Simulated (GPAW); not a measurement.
# Ge3Pd (Pm-3m) in GPAW: notebook

The runs below take Ge3Pd through relaxation of cell and atoms, with PBEsol, PBEsol+D3, PBEsol+D3(BJ), PBEsol+D3(BJ)+ATM.

Program: GPAW 26.7.0. These are calculated values, not measurements. Logs are shortened: lines on timing, memory, paths and dates and some standing lists are left out, and cuts for length are marked. The log counts tension as positive stress, the text compression.

## Step 1: The structure

It takes space group Pm-3m (No. 221, cubic). Conventional cell: a = 4.142 Å, b = 4.142 Å, c = 4.142 Å, α = 90.00°, β = 90.00°, γ = 90.00°. Pd (site symmetry m-3m) is surrounded by 12 Ge at 2.93 Å. Ge (site symmetry 4/mmm) is surrounded by 4 Pd at 2.93 Å and 8 Ge at 2.93 Å.

The cell comes from a database or a generator and needn't be the stable form of this composition.

## Step 2: Relaxation of cell and atoms, PBEsol

Input file run.py:

```python
from ase import Atoms
from ase.filters import FrechetCellFilter
from ase.io import write
from ase.optimize import BFGS
from gpaw import GPAW, PW, setup_paths

setup_paths.insert(0, '.')

atoms = Atoms(['Pd', 'Ge', 'Ge', 'Ge'],
              cell=[[4.142023, 0.0, 0.0],
                    [0.0, 4.142023, 0.0],
                    [0.0, 0.0, 4.142023]],
              scaled_positions=[[0.0, 0.0, 0.0],
                                [0.5, 0.5, 0.0],
                                [0.5, 0.0, 0.5],
                                [0.0, 0.5, 0.5]],
              pbc=True)

calc = GPAW(mode=PW(600),
            xc='PBEsol',
            kpts={'size': (7, 7, 7), 'gamma': True},
            occupations={'name': 'fermi-dirac', 'width': 0.05},
            nbands=27,
            convergence={'density': 1e-05, 'forces': 0.0001},
            maxiter=150,
            txt='gpaw.txt')
atoms.calc = calc
opt = BFGS(FrechetCellFilter(atoms), trajectory='relax.traj', logfile='-')
done = opt.run(fmax=0.02, steps=60)
calc.write('gs.gpw')
write('result.traj', atoms)
print('Converged:', done)
print('Cell:', atoms.cell.cellpar().round(4))
print('Volume:', round(atoms.get_volume(), 4))
print(atoms.get_scaled_positions().round(5))
```

Potentials or basis: PAW data sets generated in the run's folder for this functional, pw.

The run is started by

```sh
$ gpaw-setup -f PBEsol Ge Pd
$ OMP_NUM_THREADS=1 python run.py
```

gpaw.txt:

```text
__  _  _
 | _ |_)|_||  |
 |__||  | ||/\| - 26.7.0

Input parameters:
  mode=PW(ecut=600.0),
  convergence={'density': 1e-05, 'forces': 0.0001},
  kpts=MonkhorstPack(size=(7, 7, 7), gamma=True),
  maxiter=150,
  nbands=27,
  occupations=Occupations(name='fermi-dirac', width=0.05),
  xc=XC(name='PBEsol')

Diagonalizing LCAO Hamiltonian
Converting LCAO to pw mode
    .---------.
   /|         |
  / |         |
 *  |         |
 |Ge|         |
 |  .---------.
 | /  Ge     /
 |/    Ge   /
 Pd--------*

Atoms  # Å, Bohr magnetons
|   | symbol |        x |        y |        z |    initial magnetic moments |
|---|--------|----------|----------|----------|-----------------------------|
| 0 |     Pd | 0.000000 | 0.000000 | 0.000000 | ( 0.0000,  0.0000,  0.0000) |
| 1 |     Ge | 2.071012 | 2.071012 | 0.000000 | ( 0.0000,  0.0000,  0.0000) |
| 2 |     Ge | 2.071012 | 0.000000 | 2.071012 | ( 0.0000,  0.0000,  0.0000) |
| 3 |     Ge | 0.000000 | 2.071012 | 2.071012 | ( 0.0000,  0.0000,  0.0000) |

Unit cell  # Å
| periodic |        x |        y |        z |  lengths |    angles |
|----------|----------|----------|----------|----------|-----------|
|      yes | 4.142023 | 0.000000 | 0.000000 | 4.142023 | 90.000000 |
|      yes | 0.000000 | 4.142023 | 0.000000 | 4.142023 | 90.000000 |
|      yes | 0.000000 | 0.000000 | 4.142023 | 4.142023 | 90.000000 |

Number of symmetries: 48
Symmetry operations  # r_c * U_cc + t_c -> r_c
|    | kind |            matrix            |
|----|------|------------------------------|
|  0 |  E   |  1, 0, 0,  0, 1, 0,  0, 0, 1 |
|  1 |  σ   |  1, 0, 0,  0, 1, 0,  0, 0,-1 |
|  2 |  σ   |  1, 0, 0,  0, 0, 1,  0, 1, 0 |
|  3 |  C4  |  1, 0, 0,  0, 0, 1,  0,-1, 0 |
|  4 |  C4  |  1, 0, 0,  0, 0,-1,  0, 1, 0 |
|  5 |  σ   |  1, 0, 0,  0, 0,-1,  0,-1, 0 |
|  6 |  σ   |  1, 0, 0,  0,-1, 0,  0, 0, 1 |
|  7 |  C2  |  1, 0, 0,  0,-1, 0,  0, 0,-1 |
|  8 |  σ   |  0, 1, 0,  1, 0, 0,  0, 0, 1 |
|  9 |  C2  |  0, 1, 0,  1, 0, 0,  0, 0,-1 |
| 10 |  C3  |  0, 1, 0,  0, 0, 1,  1, 0, 0 |
| 11 |  S6  |  0, 1, 0,  0, 0, 1, -1, 0, 0 |
| 12 |  S6  |  0, 1, 0,  0, 0,-1,  1, 0, 0 |
| 13 |  C3  |  0, 1, 0,  0, 0,-1, -1, 0, 0 |
[... 221 lines left out ...]
|         20 |        13.900 |     0.000 |
|         21 |        17.196 |     0.000 |
|        ... |               |           |
|         26 |        18.956 |     0.000 |

No gap
No difference between direct/indirect transitions

Stress tensor  # eV/Ang^3
|        x |        y |        z |
|----------|----------|----------|
| 0.029947 | 0.000000 | 0.000000 |
| 0.000000 | 0.029947 | 0.000000 |
| 0.000000 | 0.000000 | 0.029947 |

Forces  # eV/Ang
|       x |       y |       z |
|---------|---------|---------|
| 0.00000 | 0.00000 | 0.00000 |  # Pd   0
| 0.00000 | 0.00000 | 0.00000 |  # Ge   1
| 0.00000 | 0.00000 | 0.00000 |  # Ge   2
| 0.00000 | 0.00000 | 0.00000 |  # Ge   3

Interpolating wave functions to new cell

         Ge
            Ge
              Ge
       Pd

Atoms  # Å, Bohr magnetons
|   | symbol |         x |         y |        z |    initial magnetic moments |
|---|--------|-----------|-----------|----------|-----------------------------|
| 0 |     Pd |  0.000000 |  0.000000 | 0.000000 | ( 0.0000,  0.0000,  0.0000) |
| 1 |     Ge |  2.067080 |  2.067080 | 0.000000 | ( 0.0000,  0.0000,  0.0000) |
| 2 |     Ge |  2.067080 | -0.000000 | 2.067080 | ( 0.0000,  0.0000,  0.0000) |
| 3 |     Ge | -0.000000 |  2.067080 | 2.067080 | ( 0.0000,  0.0000,  0.0000) |

Unit cell  # Å
| periodic |         x |         y |        z |  lengths |    angles |
|----------|-----------|-----------|----------|----------|-----------|
|      yes |  4.134160 | -0.000000 | 0.000000 | 4.134160 | 90.000000 |
|      yes | -0.000000 |  4.134160 | 0.000000 | 4.134160 | 90.000000 |
|      yes |  0.000000 |  0.000000 | 4.134160 | 4.134160 | 90.000000 |
[... 238 lines left out ...]
|         20 |        14.000 |     0.000 |
|         21 |        17.289 |     0.000 |
|        ... |               |           |
|         26 |        19.091 |     0.000 |

No gap
No difference between direct/indirect transitions

Stress tensor  # eV/Ang^3
|        x |        y |        z |
|----------|----------|----------|
| 0.027105 | 0.000000 | 0.000000 |
| 0.000000 | 0.027105 | 0.000000 |
| 0.000000 | 0.000000 | 0.027105 |

Forces  # eV/Ang
|        x |        y |       z |
|----------|----------|---------|
|  0.00000 |  0.00000 | 0.00000 |  # Pd   0
|  0.00000 |  0.00000 | 0.00000 |  # Ge   1
| -0.00000 | -0.00000 | 0.00000 |  # Ge   2
| -0.00000 |  0.00000 | 0.00000 |  # Ge   3

Interpolating wave functions to new cell

         Ge
            Ge
              Ge
       Pd

Atoms  # Å, Bohr magnetons
|   | symbol |         x |         y |         z |    initial magnetic moments |
|---|--------|-----------|-----------|-----------|-----------------------------|
| 0 |     Pd |  0.000000 | -0.000000 | -0.000000 | ( 0.0000,  0.0000,  0.0000) |
| 1 |     Ge |  2.032048 |  2.032048 |  0.000000 | ( 0.0000,  0.0000,  0.0000) |
| 2 |     Ge |  2.032048 | -0.000000 |  2.032048 | ( 0.0000,  0.0000,  0.0000) |
| 3 |     Ge | -0.000000 |  2.032048 |  2.032048 | ( 0.0000,  0.0000,  0.0000) |

Unit cell  # Å
| periodic |         x |         y |        z |  lengths |    angles |
|----------|-----------|-----------|----------|----------|-----------|
|      yes |  4.064095 | -0.000000 | 0.000000 | 4.064095 | 90.000000 |
|      yes | -0.000000 |  4.064095 | 0.000000 | 4.064095 | 90.000000 |
|      yes | -0.000000 |  0.000000 | 4.064095 | 4.064095 | 90.000000 |
[... 239 lines left out ...]
|         20 |        14.919 |     0.000 |
|         21 |        18.145 |     0.000 |
|        ... |               |           |
|         26 |        20.346 |     0.000 |

No gap
No difference between direct/indirect transitions

Stress tensor  # eV/Ang^3
|         x |         y |         z |
|-----------|-----------|-----------|
| -0.002798 | -0.000000 |  0.000000 |
| -0.000000 | -0.002798 |  0.000000 |
|  0.000000 |  0.000000 | -0.002798 |

Forces  # eV/Ang
|        x |        y |       z |
|----------|----------|---------|
|  0.00000 |  0.00000 | 0.00000 |  # Pd   0
| -0.00000 |  0.00000 | 0.00000 |  # Ge   1
| -0.00000 | -0.00000 | 0.00000 |  # Ge   2
| -0.00000 | -0.00000 | 0.00000 |  # Ge   3

Interpolating wave functions to new cell

         Ge
            Ge
              Ge
       Pd

Atoms  # Å, Bohr magnetons
|   | symbol |         x |         y |         z |    initial magnetic moments |
|---|--------|-----------|-----------|-----------|-----------------------------|
| 0 |     Pd |  0.000000 |  0.000000 | -0.000000 | ( 0.0000,  0.0000,  0.0000) |
| 1 |     Ge |  2.035152 |  2.035152 |  0.000000 | ( 0.0000,  0.0000,  0.0000) |
| 2 |     Ge |  2.035152 | -0.000000 |  2.035152 | ( 0.0000,  0.0000,  0.0000) |
| 3 |     Ge | -0.000000 |  2.035152 |  2.035152 | ( 0.0000,  0.0000,  0.0000) |

Unit cell  # Å
| periodic |         x |         y |        z |  lengths |    angles |
|----------|-----------|-----------|----------|----------|-----------|
|      yes |  4.070305 | -0.000000 | 0.000000 | 4.070305 | 90.000000 |
|      yes | -0.000000 |  4.070305 | 0.000000 | 4.070305 | 90.000000 |
|      yes | -0.000000 |  0.000000 | 4.070305 | 4.070305 | 90.000000 |
[... 238 lines left out ...]
|         20 |        14.836 |     0.000 |
|         21 |        18.067 |     0.000 |
|        ... |               |           |
|         26 |        20.232 |     0.000 |

No gap
No difference between direct/indirect transitions

Stress tensor  # eV/Ang^3
|         x |         y |        z |
|-----------|-----------|----------|
|  0.000213 | -0.000000 | 0.000000 |
| -0.000000 |  0.000213 | 0.000000 |
|  0.000000 |  0.000000 | 0.000213 |

Forces  # eV/Ang
|       x |       y |        z |
|---------|---------|----------|
| 0.00000 | 0.00000 | -0.00000 |  # Pd   0
| 0.00000 | 0.00000 |  0.00000 |  # Ge   1
| 0.00000 | 0.00000 |  0.00000 |  # Ge   2
| 0.00000 | 0.00000 |  0.00000 |  # Ge   3

# Writing to gs.gpw (mode='')
```

It took 3.4 min on 1 thread of Intel Xeon at 2.50GHz (Skylake/Cascade Lake), shared host; peak memory 0.24 GiB.

Results:

| Property | Result |
| --- | --- |
| Free energy | -19.2769 eV |
| Relaxed volume | 16.86 Å³/atom |
| Relaxed cell | a = 4.070 Å, b = 4.070 Å, c = 4.070 Å, α = 90.00°, β = 90.00°, γ = 90.00° |
| Space group after relaxing (to 0.05 Å) | Pm-3m (No. 221) |
| Energy gained by relaxing | 14.6 meV/atom |
| Ionic steps | 4 |
| Pressure after relaxing | 0.0 GPa |
| Band gap on the k mesh | none (metal or under the smearing width) |

Step by step:
```
step  energy change (eV)  largest force (eV/Å)  pressure (GPa)  volume (Å³)
   1              0.0000                0.0000           -4.80        71.06
   2             -0.0116                0.0000           -4.34        70.66
   3             -0.0579                0.0000            0.45        67.13
   4             -0.0583                0.0000           -0.03        67.43
```

Final structure:
```cif
data_structure
_symmetry_space_group_name_H-M 'P 1'
_symmetry_Int_Tables_number 1
_cell_length_a 4.0703
_cell_length_b 4.0703
_cell_length_c 4.0703
_cell_angle_alpha 90.000
_cell_angle_beta 90.000
_cell_angle_gamma 90.000
_cell_volume 67.43
loop_
_atom_site_label
_atom_site_type_symbol
_atom_site_fract_x
_atom_site_fract_y
_atom_site_fract_z
_atom_site_occupancy
Pd1 Pd 0.00000 0.00000 0.00000 1
Ge1 Ge 0.50000 0.50000 0.00000 1
Ge2 Ge 0.50000 0.00000 0.50000 1
Ge3 Ge 0.00000 0.50000 0.50000 1
```

Levels at points of the mesh, in eV from the Fermi level:
```csv
k point,band 12,band 13,band 14,band 15,band 16,band 17
"(0.00, 0.00, 0.00)",-2.88,-1.52,-1.52,0.73,3.06,3.06
```

Caveat: later steps reuse the first step's grids.

## Step 3: Relaxation of cell and atoms, PBEsol+D3

run.py, as its differences from that of step 2:

```diff
@@ -1,2 +1,3 @@
 from ase import Atoms
+from ase.calculators.mixing import SumCalculator
 from ase.filters import FrechetCellFilter
@@ -4,2 +5,3 @@
 from ase.optimize import BFGS
+from dftd3.ase import DFTD3
 from gpaw import GPAW, PW, setup_paths
@@ -26,3 +28,3 @@
             txt='gpaw.txt')
-atoms.calc = calc
+atoms.calc = SumCalculator([calc, DFTD3(method='pbesol', damping='d3zero')])
 opt = BFGS(FrechetCellFilter(atoms), trajectory='relax.traj', logfile='-')
```

Potentials or basis: PAW data sets generated in the run's folder for this functional, pw.

The run is started by

```sh
$ gpaw-setup -f PBEsol Ge Pd
$ OMP_NUM_THREADS=1 python run.py
```

Run time: 3.4 min. Hardware: 1 thread of Intel Xeon at 2.50GHz (Skylake/Cascade Lake), shared host; peak memory 0.25 GiB.

Results (log left out):

* Free energy: -20.2040 eV
* Relaxed volume: 16.47 Å³/atom
* Relaxed cell: a = 4.039 Å, b = 4.039 Å, c = 4.039 Å, α = 90.00°, β = 90.00°, γ = 90.00°
* Space group after relaxing (to 0.05 Å): Pm-3m (No. 221)
* Energy gained by relaxing: 30.8 meV/atom
* Ionic steps: 4
* Pressure after relaxing: -0.1 GPa
* Band gap on the k mesh: none (metal or under the smearing width)
* Dispersion energy per atom: -0.235 eV

The path:
| step | energy change (eV) | largest force (eV/Å) | pressure (GPa) | volume (Å³) |
| --- | --- | --- | --- | --- |
| 1 | 0.0000 | 0.0000 | -6.91 | 71.06 |
| 2 | -0.0241 | 0.0000 | -6.30 | 70.48 |
| 3 | -0.1212 | 0.0000 | 1.07 | 65.19 |
| 4 | -0.1233 | 0.0000 | -0.12 | 65.89 |

Final structure:
```yaml
crystal:
  lattice:
    - [4.03891, 0.00000, 0.00000]
    - [0.00000, 4.03891, 0.00000]
    - [0.00000, 0.00000, 4.03891]
  atoms:
    - { symbol: Pd, position: [0.00000, 0.00000, 0.00000] }
    - { symbol: Ge, position: [0.50000, 0.50000, 0.00000] }
    - { symbol: Ge, position: [0.50000, 0.00000, 0.50000] }
    - { symbol: Ge, position: [0.00000, 0.50000, 0.50000] }
```

Levels at points of the mesh, in eV from the Fermi level:
```tsv
k point	band 10	band 11	band 12	band 13	band 14	band 15	band 16	band 17	band 18	band 19
(0.00, 0.00, 0.00)	-2.98	-2.98	-2.98	-1.50	-1.50	0.69	3.08	3.08	3.08	5.92
```

Caveat: later steps reuse the first step's grids; pairwise dispersion overbinds metals, which lowers pressure and volume.

## Step 4: Relaxation of cell and atoms, PBEsol+D3(BJ)

run.py, as its differences from that of step 3:

```diff
@@ -28,3 +28,3 @@
             txt='gpaw.txt')
-atoms.calc = SumCalculator([calc, DFTD3(method='pbesol', damping='d3zero')])
+atoms.calc = SumCalculator([calc, DFTD3(method='pbesol', damping='d3bj')])
 opt = BFGS(FrechetCellFilter(atoms), trajectory='relax.traj', logfile='-')
```

The run is started by

```sh
$ gpaw-setup -f PBEsol Ge Pd
$ OMP_NUM_THREADS=1 python run.py
```

Run time: 3.4 min. Hardware: 1 thread of Intel Xeon at 2.50GHz (Skylake/Cascade Lake), shared host; peak memory 0.25 GiB.

It converged, with:

```
Free energy                            : -20.9369 eV
Relaxed volume                         : 16.27 Å³/atom
Relaxed cell                           : a = 4.022 Å, b = 4.022 Å, c = 4.022 Å, α = 90.00°, β = 90.00°, γ = 90.00°
Space group after relaxing (to 0.05 Å) : Pm-3m (No. 221)
Energy gained by relaxing              : 43.9 meV/atom
Ionic steps                            : 4
Pressure after relaxing                : -0.2 GPa
Band gap on the k mesh                 : none (metal or under the smearing width)
Dispersion energy per atom             : -0.422 eV
```

Step by step:
| step | energy change (eV) | largest force (eV/Å) | pressure (GPa) | volume (Å³) |
| --- | --- | --- | --- | --- |
| 1 | 0.0000 | 0.0000 | -8.37 | 71.06 |
| 2 | -0.0353 | 0.0000 | -7.64 | 70.36 |
| 3 | -0.1715 | 0.0000 | 1.58 | 64.12 |
| 4 | -0.1756 | 0.0000 | -0.20 | 65.07 |

Final structure:
```
CELL_PARAMETERS angstrom
4.02211 0.00000 0.00000
0.00000 4.02211 0.00000
0.00000 0.00000 4.02211
ATOMIC_POSITIONS crystal
Pd 0.00000 0.00000 0.00000
Ge 0.50000 0.50000 0.00000
Ge 0.50000 0.00000 0.50000
Ge 0.00000 0.50000 0.50000
```

Levels at points of the mesh, in eV from the Fermi level:
```tsv
k point	band 11	band 12	band 13	band 14	band 15	band 16	band 17	band 18
(0.00, 0.00, 0.00)	-3.04	-3.04	-1.49	-1.49	0.67	3.10	3.10	3.10
```

Caveat: later steps reuse the first step's grids; pairwise dispersion overbinds metals, which lowers pressure and volume.

## Step 5: Relaxation of cell and atoms, PBEsol+D3(BJ)+ATM

run.py, as its differences from that of step 4:

```diff
@@ -28,3 +28,3 @@
             txt='gpaw.txt')
-atoms.calc = SumCalculator([calc, DFTD3(method='pbesol', damping='d3bj')])
+atoms.calc = SumCalculator([calc, DFTD3(damping='d3bj', params_tweaks=dict(method='pbesol', atm=True))])
 opt = BFGS(FrechetCellFilter(atoms), trajectory='relax.traj', logfile='-')
```

The run is started by

```sh
$ gpaw-setup -f PBEsol Ge Pd
$ OMP_NUM_THREADS=1 python run.py
```

Wall time 3.6 min (1 thread of Intel Xeon at 2.50GHz (Skylake/Cascade Lake), shared host); peak memory 0.22 GiB.

Results (log left out):

```yaml
Free_energy: -20.7994 eV
Relaxed_volume: 16.36 Å³/atom
Relaxed_cell: a = 4.029 Å, b = 4.029 Å, c = 4.029 Å, α = 90.00°, β = 90.00°, γ = 90.00°
Space_group_after_relaxing_to_0.05_Å: Pm-3m (No. 221)
Energy_gained_by_relaxing: 38.4 meV/atom
Ionic_steps: 4
Pressure_after_relaxing: -0.2 GPa
Band_gap_on_the_k_mesh: none (metal or under the smearing width)
Dispersion_energy_per_atom: -0.386 eV
```

The path:
```csv
step,energy change (eV),largest force (eV/Å),pressure (GPa),volume (Å³)
1,0.0000,0.0000,-7.85,71.06
2,-0.0310,0.0000,-7.14,70.40
3,-0.1505,0.0000,1.35,64.60
4,-0.1535,0.0000,-0.16,65.42
```

Final structure:
```
Pd Ge
1.0
     4.02946    0.00000    0.00000
     0.00000    4.02946    0.00000
     0.00000    0.00000    4.02946
Pd Ge
1 3
Direct
  0.00000 0.00000 0.00000
  0.50000 0.50000 0.00000
  0.50000 0.00000 0.50000
  0.00000 0.50000 0.50000
```

Levels at points of the mesh, in eV from the Fermi level:
```
           k point  band 11  band 12  band 13  band 14  band 15  band 16  band 17  band 18
(0.00, 0.00, 0.00)    -3.01    -3.01    -1.49    -1.49     0.68     3.09     3.09     3.09
```

Caveat: later steps reuse the first step's grids; pairwise dispersion overbinds metals, which lowers pressure and volume.

## Step 6: For comparison

An earlier run on the cell as given: functional PBEsol; potentials or basis PAW data sets generated in the run's folder for this functional; cutoff 600 eV; basis pw; k mesh 7 × 7 × 7; occupations fermi-dirac, width 0.05 eV; no spin polarisation.

* Pressure: -4.8 GPa
* Band gap on the k mesh: none (metal or under the smearing width)

## Step 7: The runs side by side

```csv
task,level,cell,optimizer,fmax,max steps,convergence,gap on the mesh (eV),pressure (GPa),relaxed volume (Å³/atom)
relaxation of cell and atoms,PBEsol,relaxed,BFGS,0.02 eV/Å,60,density=1e-05 forces=0.0001,none,0.0,16.86
relaxation of cell and atoms,PBEsol+D3,relaxed,BFGS,0.02 eV/Å,60,density=1e-05 forces=0.0001,none,-0.1,16.47
relaxation of cell and atoms,PBEsol+D3(BJ),relaxed,BFGS,0.02 eV/Å,60,density=1e-05 forces=0.0001,none,-0.2,16.27
relaxation of cell and atoms,PBEsol+D3(BJ)+ATM,relaxed,BFGS,0.02 eV/Å,60,density=1e-05 forces=0.0001,none,-0.2,16.36
single point,PBEsol,as given,-,-,-,-,none,-4.8,-
```

Alike in all rows: potentials or basis PAW data sets generated in the run's folder for this functional, pw; no spin polarisation; k mesh 7 × 7 × 7; cutoff (eV) 600; smearing fermi-dirac 0.05 eV.

Caveats: later steps reuse the first step's grids (some runs); pairwise dispersion overbinds metals, which lowers pressure and volume (some runs).

Absolute energies hang on the potentials; compare differences alone.
